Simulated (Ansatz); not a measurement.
The system is RuAu.

```
Ru Au
1.0
     3.16481    0.00000    0.00000
     0.00000    3.16481    0.00000
     0.00000    0.00000    3.16481
Ru Au
1 1
Direct
  0.00000 0.00000 0.00000
  0.50000 0.50000 0.50000
```

The cell was built by a generator and needn't be a form met in nature.

Program: Ansatz 0.2.0. Alike in all runs: task projected density of states; potentials or basis Ansatz PAW; no spin polarisation; cell as given; k mesh 5 × 5 × 5; smearing fermi-dirac 0.05 eV; the mesh is coarse, so values aren't converged.

Q: Order these runs on this cell by their pressure, lowest first.
A. level RPBE; cutoff (eV) 420
B. level r2SCAN0; cutoff (eV) 500
C. level PBE0; cutoff (eV) 420
D. level r2SCAN; cutoff (eV) 500
E. level PBE; cutoff (eV) 420

A: B (-12.2 GPa), C (-9.2 GPa), D (-5.6 GPa), E (-0.6 GPa), A (3.5 GPa).

Caveats: all runs use coarse meshes; the density of states is complete only up to the lowest level of the last band computed; the PAW data sets come from PBE, with cores solved anew for the run's functional, which leaves a small shift of forces and pressure (some runs); the thresholds are loose for stress (some runs).
